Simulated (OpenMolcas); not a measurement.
**Ag⁴⁺ among point charges: CASSCF and CASPT2 levels and susceptibility**

How does a field of 4 point charges split the states of Ag⁴⁺, and what χT follows?

Program: OpenMolcas 26.06. Level of theory: state-averaged CASSCF and CASPT2, spin-orbit coupling by RASSI with atomic mean-field integrals. These are calculated values, not measurements, unless marked.

### 1 The atom as given

- Species: Ag⁴⁺ (silver, Z = 47, 43 electrons)
- Basis: ANO-RCC-VDZP [6s5p3d1f], 43 functions
- Scalar Hamiltonian: DKH2, point nucleus
- Inactive shells: 1s 2s 2p 3s 3p 3d 4s 4p
- Active space: 7 electrons in 5 orbitals (4d)
- Some configurations of this space: 4d⁷
- Orbitals: optimised for each spin and parity, averaged over all roots

The outer shells:

4d7
```
4d [↑↓][↑↓][↑ ][↑ ][↑ ]
```

The ion sits among 4 point charges of -2 e arranged as a tetrahedron (Td), 2.14 Å from the ion.

Each step is its own input file, run in one work folder so that later steps find the files of earlier ones. Labels, J, g values, rates, χT and fits are worked out afterwards by a script from the matrices that RASSI stores.

### 2 One- and two-electron integrals

Input file a.inp:

```
&GATEWAY
Coord
1

Ag 0.0 0.0 0.0
Basis=ANO-RCC-VDZP
Group=NoSym
NoMove
AngMom=0.0 0.0 0.0
AMFI
XField
4 Angstrom 0
1.235530 1.235530 1.235530 -2.000000
1.235530 -1.235530 -1.235530 -2.000000
-1.235530 1.235530 -1.235530 -2.000000
-1.235530 -1.235530 1.235530 -2.000000
&SEWARD
```

Command:

```
> OMP_NUM_THREADS=1 MOLCAS_MEM=1689 MOLCAS_PROJECT=a pymolcas a.inp > a.log
```

### 3 CASSCF: quartets, 10 roots

Input file a.inp:

```
&RASSCF
FileOrb=start.orb
Symmetry=1
Spin=4
nActEl=7 0 0
Inactive=18
Ras2=5
CIRoot=10 10 1
SDav=10
CIMx=300
Iter=120 100
PrWF=0.3
OrbListing=Nothing
MaxOrb=0
>>> COPY $Project.JobIph JOB001
```

start.orb holds the contracted functions of the basis, ordered by shell, or the orbitals of the step before.

### 4 Reference wave functions, doublets, 40 roots

Input file a.inp:

```
&RASSCF
FileOrb=start.orb
Symmetry=1
Spin=2
nActEl=7 0 0
Inactive=18
Ras2=5
CIRoot=40 40 1
SDav=40
CIMx=300
Iter=120 100
PrWF=0.3
OrbListing=Nothing
MaxOrb=0
>>> COPY $Project.JobIph JOB002
```

### 5 RASSI: spin-orbit coupling between the states

Input file a.inp:

```
&RASSI
NrOfJobIphs=2 10 40
1 2 3 4 5 6 7 8 9 10
1 2 3 4 5 6 7 8 9 10 11 12 13 14 15 16 17 18 19 20 21 22 23 24 25 26 27
28 29 30 31 32 33 34 35 36 37 38 39 40
IphNames
JOB001
JOB002
EJob
SpinOrbit
DIPRint=1.0
SOCoupling=1000.0
Subsets=2
Property=9
'ANGMOM' 1 'ANGMOM' 2 'ANGMOM' 3 'MLTPL  1' 1 'MLTPL  1' 2 'MLTPL  1' 3
'AMFI' 1 'AMFI' 2 'AMFI' 3
SOProperty=3
'ANGMOM' 1 'ANGMOM' 2 'ANGMOM' 3
```

### 6 CASPT2: IPEA 0.25, imaginary shift 0.1 (closed shells correlated: 4s 4p)

Input file a.inp:

```
>>> COPY JOB001 $Project.JobIph
&CASPT2
Multistate=10 1 2 3 4 5 6 7 8 9 10
NoMult
Frozen=14
IPEA=0.25
Imaginary=0.1
MaxIter=60
WThr=0.0 0.3 0.05
PrWF=0.5
NoMix
>>> COPY JOB002 $Project.JobIph
&CASPT2
Multistate=40 1 2 3 4 5 6 7 8 9 10 11 12 13 14 15 16 17 18 19 20 21 22
23 24 25 26 27 28 29 30 31 32 33 34 35 36 37 38 39 40
NoMult
Frozen=14
IPEA=0.25
Imaginary=0.1
MaxIter=60
WThr=0.0 0.3 0.05
PrWF=0.5
NoMix
```

(Steps that only read results are left out.)

What does the calculation give? Wanted: spin-free ground state; first state of the same spin within the active space; lowest level; next level.

As calculated:

| quantity | value |
| --- | --- |
| method | SS-CASPT2, IPEA 0.25, imaginary shift 0.1 (closed shells correlated: 4s 4p) |
| spin-free ground state | 4A2, 1-fold in its orbital part |
| first state of the same spin within the active space | 4T2 at 1460 cm⁻¹ |
| lowest level | 4-fold Γ8 |
| next level | 1096.8 cm⁻¹ |
| χT at 300 K | 4.59 cm³ K/mol |
| effective moment at 300 K | 6.06 μB |

Cost by method:

| method | time of its own steps | time with the reference |
| --- | --- | --- |
| A. CASSCF | 9.2 s | 9.2 s |
| B. SS-CASPT2, IPEA 0.25, imaginary shift 0.1, +4s 4p | 3.9 s | 13 s |

Times are of one thread on a shared host.

**Reading.** The spin-free ground state (4A2) comes to 100 % from free-ion F terms and keeps the highest spin of the shell. χT at 300 K is 4.59, against 1.88 cm³ K/mol for the spin alone, so orbital moment adds to it. CASPT2 does not keep the components of a term degenerate, and the means are used. The field of point charges can differ much from that of real complexes. Point charges carry no covalency, so the field is a model and not that of real ligands.
